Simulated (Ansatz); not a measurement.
# H4OSZn: the cost of one run

Computed with Ansatz 0.2.0, Gaussian basis. Level: PBE0-D4, def2-SVP first, then def2-TZVP.

152 further runs of the same task are left out: 152 set aside as unsound or not needed.

## (1) Where the work starts

The guess: 7 atoms, charge 0, spin multiplicity 1.

Atoms are counted from 1 here; the program's logs count them from 0.

Bond lengths: Zn1–S2 2.432 Å, Zn1–O3 1.742 Å, Zn1–H5 1.724 Å, S2–H6 1.324 Å, O3–H7 0.954 Å. Angles: S2–Zn1–O3 115.1°, S2–Zn1–H5 79.6°, O3–Zn1–H5 115.4°, Zn1–S2–H6 92.4°, Zn1–O3–H7 127.0°.

Coordinates:

```
Zn    0.6250    0.5719   -0.3050
S     0.6840   -1.4388    1.0610
O    -0.5573    0.5623   -1.5846
H     0.0116    0.1745    1.6172
H     0.0779    1.2034    1.2032
H    -0.4109   -1.9223    0.4939
H    -0.4303    0.8490   -2.4856
```

Distances that are to change: Zn1–H5 1.72 Å, S2–H4 1.83 Å, Zn1–S2 2.43 Å, H4–H5 1.11 Å.

## (2) Constrained relaxation of the guess

File hold/in.yaml:

```yaml
crystal:
  periodic: [false, false, false]
  atoms:
    - {symbol: Zn, position_ang: [0.625000, 0.571900, -0.305000]}
    - {symbol: S, position_ang: [0.684000, -1.438800, 1.061000]}
    - {symbol: O, position_ang: [-0.557300, 0.562300, -1.584600]}
    - {symbol: H, position_ang: [0.011600, 0.174500, 1.617200]}
    - {symbol: H, position_ang: [0.077900, 1.203400, 1.203200]}
    - {symbol: H, position_ang: [-0.410900, -1.922300, 0.493900]}
    - {symbol: H, position_ang: [-0.430300, 0.849000, -2.485600]}
basis:
  gaussian: {orbitals: def2-SVP}
hamiltonian: {xc: pbe0, dispersion: d4}
relax: {f_tol: 0.04, max_steps: 150, escape_saddle: false, constraints: [{distance: [0, 4]}, {distance: [1, 3]}, {distance: [0, 1]}, {distance: [3, 4]}]}
```

The run is started by

```bash
> ansatz run in.yaml --threads 4 --pin off --events-out ev --progress --plain --max-ram 9574MiB
```

**Question.** How long does this run take on 4 threads of Arm Neoverse V1, shared host?

About 12 s.
